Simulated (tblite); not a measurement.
# BH5O3Si: the cost of one run

Computed with tblite 0.8.0 and PySCF 2.14.0; each step states its level. No surroundings beyond the atoms listed, unless a continuum is named. Atoms count from 0, parts from 1.

## 1. Starting point

10 atoms, charge 0, multiplicity 1; geometry: distance geometry start.

## 2. Geometry optimisation with GFN2-xTB

What the job is given:

```
{"job": {"kind": "relax", "xc": "GFN2-xTB", "basis": "xTB"}, "charge": 0, "multiplicity": 1}
O     -0.451054    -2.657172     1.765506
Si    -0.423455    -1.865936     0.166086
O     -1.602666    -2.701577    -0.891140
O     -0.888287    -0.177452     0.302285
B      1.352222    -2.014299    -0.599087
H     -0.182589    -2.227159     2.593900
H     -2.367274    -2.283238    -1.297328
H     -1.654096     0.237621    -0.121119
H      1.998595    -2.862461    -0.176568
H      1.877568    -1.027043    -0.797272
```

With the program's defaults for keys left out, this is: GFN2-xTB geometry optimisation, gas phase.

The run is started by

```
OMP_NUM_THREADS=1 python cluster_run.py task.json out
```

This one command runs all jobs of the session in turn.

**Question.** How long does this first job take on 1 thread of Intel Xeon Platinum 8259CL at 2.50GHz, shared host?

About 2.1 s.
